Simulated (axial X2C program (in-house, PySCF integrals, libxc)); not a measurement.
# CsCr: properties at the nuclei

Wanted for CsCr: properties at the nuclei, at the two-component level.

The runs use an in-house X2C program for linear molecules on PySCF integrals; two-component X2C with atomic mean-field terms, Cs dyall-cv3z, Cr dyall-cv3z.

All values are calculated.

## (1) Input

Contents of task.json:

```json
{"zs": [55, 24], "q": 0, "bas": ["dyall-cv3z", "dyall-cv3z"], "r0": 3.54, "levels": ["PBE0", "HF", "PBE", "B3LYP", "r2SCAN"], "nst": 3}
```

Keys: zs atomic numbers; q charge; bas basis sets; r0 starting distance in Å; levels methods (HF also brings MP2); nst determinants followed.

Started as:

```
> python soeom.py task.json out
```

The runs that follow: Expectation values, lowest determinant; Expectation values, a higher determinant; Expectation values, a higher determinant.

Q: Predict the outcome of this session. Wanted: lowest determinant; Eeff magnitude; Ws magnitude Cs; A∥/gI Cs; qzz Cs; higher determinant (for each run or level that gives them).

**Answer**, as computed:

| quantity | value |
| --- | --- |
| lowest determinant | Ω = 5/2 (excess of +ω over −ω: ω = 5/2) |
| Eeff magnitude (GV/cm), PBE0 | 0.6 |
| Ws magnitude Cs (kHz), PBE0 | 0.15 |
| A∥/gI Cs (MHz), PBE0 | -273 |
| qzz Cs (a.u.), PBE0 | -0.27 |
| higher determinant | Ω = 7/2 (excess of +ω over −ω: 2 × ω = 1/2, ω = 5/2) |
| Eeff magnitude (GV/cm), PBE0, higher determinant | 1.6 |
| Ws magnitude Cs (kHz), PBE0, higher determinant | 0.309 |
| A∥/gI Cs (MHz), PBE0, higher determinant | 441 |
| qzz Cs (a.u.), PBE0, higher determinant | -0.08 |
| higher determinant | Ω = 9/2 (excess of +ω over −ω: ω = 1/2, ω = 3/2, ω = 5/2) |
| Eeff magnitude (GV/cm), PBE0, higher determinant | 2.18 |
| Ws magnitude Cs (kHz), PBE0, higher determinant | 0.366 |
| A∥/gI Cs (MHz), PBE0, higher determinant | 80.3 |
| qzz Cs (a.u.), PBE0, higher determinant | 0.00 |

In the first state, the effective field runs from 0.0052 to 0.765 GV/cm over the mean-field levels, so the levels don't agree on it. The expectation values come from single determinants, which for open shells can mix terms of unlike spin or miss the lowest Ω, so a determinant need not be a state. Eeff is the effective electric field on the electron dipole moment in this Ω state and Ws the scalar–pseudoscalar constant (defined with the proton number Z and per Ω); A∥ is the parallel hyperfine constant, which follows by multiplying with the nuclear g factor gI = μI/(I μN); qzz is the electric field gradient, eQq0 = 234.96 MHz × Q/barn × qzz; μ is positive if Cr is the positive end. The operators were transformed with the bare-nucleus X2C matrices.
